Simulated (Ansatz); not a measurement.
# CdCl2: vertical and adiabatic energies of changing the electron count in Python

The task is vertical and adiabatic energies of changing the electron count, for CdCl2. SMILES: [Cl][Cd][Cl].

Program: Ansatz 0.2.0, driven from Python. Level of theory: B3LYP/def2-SVP. These are calculated values, not measurements.

### 1 Starting point

Bond lengths: Cl1–Cd2 2.636 Å, Cd2–Cl3 2.501 Å. Angles: Cl1–Cd2–Cl3 124.5°.

No structure file is read: the coordinates are typed or built in the script.

### 2 The code

Input file adiabatic_cdcl2.py:

```python
# -*- coding: utf-8 -*-
"""How CdCl2 relaxes after losing an electron."""

import itertools
import warnings

import ansatz as az
from ase.data import atomic_numbers, covalent_radii
import numpy as np

warnings.simplefilter("ignore", az.DeckWarning)

cdcl2 = (
    az.Crystal.molecule()
    .atom("Cl", (1.7822, 1.0205, 1.0776))
    .atom("Cd", (-0.4837, 0.5856, -0.1982))
    .atom("Cl", (-1.3094, -1.6709, -0.8926))
)

setup = cdcl2.calculation()
setup = setup.basis(gaussian="def2-SVP").functional("B3LYP")
symbols = [site.symbol for site in cdcl2.cartesian_sites]
start = np.array([site.position_ang for site in cdcl2.cartesian_sites], dtype=float)
data = setup.relax(force_tolerance=0.01).run(threads=1).report
end = np.array(data["positions_ang"])

minimum = az.Crystal.molecule()
for symbol, place in zip(symbols, end):
    minimum = minimum.atom(symbol, place.tolist())
ion = minimum.calculation()
ion = ion.basis(gaussian="def2-SVP")
ion = ion.functional("B3LYP")
ion = ion.charge(1)
ion = ion.spin("collinear", total=1)
vertical = ion.run(threads=1).report
settled = ion.relax(force_tolerance=0.01, max_steps=80).run(threads=1).report
print(f"vertical ionisation energy   {vertical['free_energy_ev'] - data['free_energy_ev']:.3f} eV")
print(f"adiabatic, no zero point     {settled['free_energy_ev'] - data['free_energy_ev']:.3f} eV")
print(f"relaxation energy of the ion {vertical['free_energy_ev'] - settled['free_energy_ev']:.3f} eV")
ionised = np.array(settled["positions_ang"])
# pairs closer than 1.2 times the sum of covalent radii, before or after
radius = [covalent_radii[atomic_numbers[s]] for s in symbols]
span = lambda where, i, j: np.linalg.norm(where[i] - where[j])
bonded = [(i, j) for i, j in itertools.combinations(range(len(symbols)), 2) if min(span(end, i, j), span(ionised, i, j)) < 1.2 * (radius[i] + radius[j])]
print("pair        before    after (A)")
for i, j in bonded:
    print(f"{symbols[i]}{i}-{symbols[j]}{j}".ljust(10), f"{span(end, i, j):8.4f} {span(ionised, i, j):8.4f}")
```

### 3 The input behind the calls

The engine receives this input (first run):

```yaml
crystal:
  periodic: [false, false, false]
  atoms:
    - { symbol: Cl, position_ang: [1.7822, 1.0205, 1.0776] }
    - { symbol: Cd, position_ang: [-0.4837, 0.5856, -0.1982] }
    - { symbol: Cl, position_ang: [-1.3094, -1.6709, -0.8926] }
basis:
  gaussian:
    orbitals: def2-SVP
hamiltonian:
  xc: b3lyp
relax:
  f_tol: 0.01
```

### 4 The run

Started as:

```console
python adiabatic_cdcl2.py
```

Q: Predict the main results. Wanted: vertical ionisation energy; adiabatic ionisation energy, no zero point.

As calculated:

| quantity | value |
| --- | --- |
| vertical ionisation energy | 10.764 eV |
| adiabatic ionisation energy, no zero point | 10.741 eV |
| runs compared | 3 |

The ionisation energy is a difference of two total energies at the neutral geometry; letting the ion relax lowers it by 0.02 eV. The dearest, run 3, took some 11 times as long as run 1. Run 1: After 5 moves the largest shift is 0.797 Å, of atom 2 (Cd). Run 3: The relaxation took 2 moves; the largest shift is 0.045 Å. The energies are electronic: no zero-point or thermal terms, and the basis set is short of its limit. The product may relax into another structure. The relaxation finds the nearest minimum, so the adiabatic value is an upper bound. def2 sets replace the cores of elements past krypton by effective core potentials. b3lyp holds the VWN-RPA fit, as in Gaussian; the form of ORCA and Turbomole is b3lyp5.
